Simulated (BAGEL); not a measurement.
**Si2NH5O (SMILES N1[SiH2]O[SiH2]1) at HF/3-21G (density fitting with qzvpp-jkfit)**

Aim: the electronic atomisation energy of Si2NH5O at HF/3-21G (density fitting with qzvpp-jkfit), from 5 runs. 

The calculation is run with BAGEL 1.2.2.

16 further runs of the same task are left out: 16 set aside as unsound or not needed.

### Step 1. Starting point

The species is Si2NH5O (9 atoms), meant as a singlet with charge 0. As SMILES, `N1[SiH2]O[SiH2]1`. Geometry: relaxed at GFN2-xTB.

Bond lengths: N1–Si2 1.742 Å, Si2–O3 1.663 Å, N1–Si4 1.743 Å, O3–Si4 1.663 Å, N1–H5 1.003 Å, Si2–H6 1.452 Å, Si2–H7 1.454 Å, Si4–H8 1.453 Å, Si4–H9 1.452 Å. Some angles: N1–Si2–O3 85.7°, Si2–N1–Si4 91.4°, Si2–O3–Si4 97.2°, N1–Si4–O3 85.7°, N1–Si2–H6 114.5°, N1–Si2–H7 114.5°, O3–Si2–H6 110.3°, O3–Si2–H7 110.2°, Si2–N1–H5 134.2°, Si4–N1–H5 134.4°.

### Step 2. The energy at HF/3-21G (density fitting with qzvpp-jkfit)

File job.json:

```json
{ "bagel" : [

{
  "title" : "molecule",
  "basis" : "3-21g",
  "df_basis" : "qzvpp-jkfit",
  "angstrom" : true,
  "geometry" : [
    { "atom" : "N", "xyz" : [   -0.733740,    0.378460,   -0.561130 ] },
    { "atom" : "Si", "xyz" : [    0.954270,    0.754990,   -0.350250 ] },
    { "atom" : "O", "xyz" : [    0.966010,   -0.491250,    0.750680 ] },
    { "atom" : "Si", "xyz" : [   -0.634030,   -0.918540,    0.598540 ] },
    { "atom" : "H", "xyz" : [   -1.468020,    0.754270,   -1.131390 ] },
    { "atom" : "H", "xyz" : [    1.211230,    2.018980,    0.317440 ] },
    { "atom" : "H", "xyz" : [    1.791800,    0.423750,   -1.491200 ] },
    { "atom" : "H", "xyz" : [   -0.745980,   -2.248940,    0.024760 ] },
    { "atom" : "H", "xyz" : [   -1.341540,   -0.671720,    1.842540 ] }
  ]
},
{ "title" : "hf" },
{ "title" : "print", "file" : "orbitals.molden", "orbitals" : true }

]}
```

The run is started by

```bash
$ BAGEL_NUM_THREADS=1 BAGEL job.json > job.out
```

What it wrote:

```text
* using 1 threads per process

  ===============================================================
  ===============================================================

  *** Geometry ***

  { "atom" : "N", "xyz" : [     -1.386568,      0.715186,     -1.060382 ] },
  { "atom" : "Si", "xyz" : [      1.803309,      1.426724,     -0.661877 ] },
  { "atom" : "O", "xyz" : [      1.825494,     -0.928328,      1.418580 ] },
  { "atom" : "Si", "xyz" : [     -1.198143,     -1.735789,      1.131077 ] },
  { "atom" : "H", "xyz" : [     -2.774156,      1.425364,     -2.138017 ] },
  { "atom" : "H", "xyz" : [      2.288893,      3.815319,      0.599875 ] },
  { "atom" : "H", "xyz" : [      3.386011,      0.800771,     -2.817960 ] },
  { "atom" : "H", "xyz" : [     -1.409698,     -4.249881,      0.046790 ] },
  { "atom" : "H", "xyz" : [     -2.535143,     -1.269367,      3.481896 ] },

  Number of auxiliary basis functions:      500

  Since a DF basis is specified, we compute 2- and 3-index integrals:
    o Being stored without compression. Storage requirement is 0.012 GB

  Number of basis functions:       54
  Number of electrons      :       48

    * METHOD: MOLECULE                             0.16

  *** RHF ***

  === Nuclear Repulsion ===
   238.5595041495

      * DIIS with orbital gradients will be used.

  === RHF iteration (3-21g) ===
      0       -706.17912894          0.02888639           0.03
      1       -706.31737812          0.01745787           0.03
      2       -706.37907298          0.00128463           0.03
      3       -706.37972394          0.00049334           0.03
      4       -706.37978243          0.00008812           0.03
      5       -706.37978631          0.00001789           0.03
      6       -706.37978656          0.00000349           0.03
      7       -706.37978657          0.00000054           0.03
      8       -706.37978657          0.00000013           0.03
      9       -706.37978657          0.00000003           0.03
     10       -706.37978657          0.00000001           0.04
     11       -706.37978657          0.00000000           0.03
    * SCF iteration converged.

    * Permanent dipole moment:
           (    0.766316,    -0.388714,     0.598491) a.u.

    * METHOD: HF                                   0.44

    * METHOD: PRINT                                0.00

  ===============================================================
```

Wall time 0.8 s (1 thread of AMD EPYC 9R45 (Zen 5), shared host).

### Step 3. The H atom

File job.json:

```json
{ "bagel": [

{
  "title": "molecule",
  "basis": "3-21g",
  "df_basis": "qzvpp-jkfit",
  "angstrom": true,
  "geometry": [
    { "atom": "H", "xyz": [    0.000000,    0.000000,    0.000000 ] }
  ]
},
{
  "title": "uhf",
  "nopen": 1
},
{
  "title": "print",
  "file": "orbitals.molden",
  "orbitals": true
}

]}
```

Run the same way, it converges to -0.49620 Eh (log not shown).

### Step 4. The N atom

File calc.json:

```json
{ "bagel" : [

{
  "title" : "molecule",
  "basis" : "3-21g",
  "df_basis" : "qzvpp-jkfit",
  "angstrom" : "true",
  "geometry" : [
    { "atom" : "N", "xyz" : [       0.000000,       0.000000,       0.000000 ] }
  ]
},

{ "title" : "uhf", "charge" : 0, "nopen" : 3 },

{ "title" : "print", "file" : "orbitals.molden", "orbitals" : "true" }

]}
```

The run is started by

```bash
$ BAGEL_NUM_THREADS=1 BAGEL calc.json > calc.out
```

What it wrote:

```text
* using 1 threads per process

  ===============================================================
  ===============================================================

  *** Geometry ***

  { "atom" : "N", "xyz" : [      0.000000,      0.000000,      0.000000 ] },

  Number of auxiliary basis functions:       77

  Since a DF basis is specified, we compute 2- and 3-index integrals:
    o Being stored without compression. Storage requirement is 0.000 GB

  Number of basis functions:        9
  Number of electrons      :        7

    * METHOD: MOLECULE                             0.01

  *** Open-shell HF ***

  === Nuclear Repulsion ===
     0.0000000000

      * DIIS with orbital gradients will be used.

  === UHF iteration (3-21g) ===
      0        -54.09288057          0.03452268           0.00
      1        -54.10426184          0.00972952           0.00
      2        -54.10523665          0.00283068           0.00
      3        -54.10535080          0.00016719           0.00
      4        -54.10535166          0.00001542           0.00
      5        -54.10535168          0.00000505           0.00
      6        -54.10535168          0.00000003           0.00
      7        -54.10535168          0.00000000           0.00
    * SCF iteration converged.

    * S^2 (UHF) is 3.7516

    * Permanent dipole moment:
           (   -0.000000,     0.000000,    -0.000000) a.u.

    * METHOD: UHF                                  0.01

    * METHOD: PRINT                                0.00

  ===============================================================
```

Wall time 0.22 s (1 thread of AMD EPYC 9R45 (Zen 5), shared host).

### Step 5. The O atom

File input.json:

```json
{ "bagel": [

{
  "title": "molecule",
  "basis": "3-21g",
  "df_basis": "qzvpp-jkfit",
  "angstrom": true,
  "geometry": [
    { "atom": "O", "xyz": [    0.000000,    0.000000,    0.000000 ] }
  ]
},
{
  "title": "uhf",
  "nopen": 2
},
{
  "title": "print",
  "file": "orbitals.molden",
  "orbitals": true
}

]}
```

Run the same way, it converges to -74.39351 Eh (log not shown).

### Step 6. The Si atom, same level

File input.json:

```json
{ "bagel": [

{
  "title": "molecule",
  "basis": "3-21g",
  "df_basis": "qzvpp-jkfit",
  "angstrom": "true",
  "geometry": [
    { "atom": "Si", "xyz": [    0.000000,    0.000000,    0.000000 ] }
  ]
},
{
  "title": "uhf",
  "nopen": 2
},
{
  "title": "print",
  "file": "orbitals.molden",
  "orbitals": "true"
}

]}
```

Run the same way, it converges to -287.34439 Eh (log not shown).

### Step 7. Results

Level: HF/3-21G (density fitting with qzvpp-jkfit).

```
                     quantity          value
       molecule: total energy  -706.37979 Eh
      molecule: dipole moment         2.66 D
        molecule: HOMO energy      -10.53 eV
        molecule: LUMO energy        3.46 eV
      molecule: HOMO–LUMO gap       13.99 eV
         H atom: total energy    -0.49620 Eh
        H atom: dipole moment         0.00 D
                 H atom: ⟨S²⟩          0.750
         N atom: total energy   -54.10535 Eh
        N atom: dipole moment         0.00 D
                 N atom: ⟨S²⟩          3.752
         O atom: total energy   -74.39351 Eh
        O atom: dipole moment         0.00 D
                 O atom: ⟨S²⟩          2.001
        Si atom: total energy  -287.34439 Eh
       Si atom: dipole moment         0.00 D
                Si atom: ⟨S²⟩          2.000
electronic atomisation energy      19.351 eV
```

What this shows: Taking the molecule apart into free atoms costs 19.35 eV (446 kcal/mol), before zero-point energy and without spin-orbit coupling. Hartree–Fock lacks the correlation of the bonding pairs, which as a rule makes this value much too low; in minimal bases other errors can mask that. The basis has no polarisation functions, which makes bonds too weak.
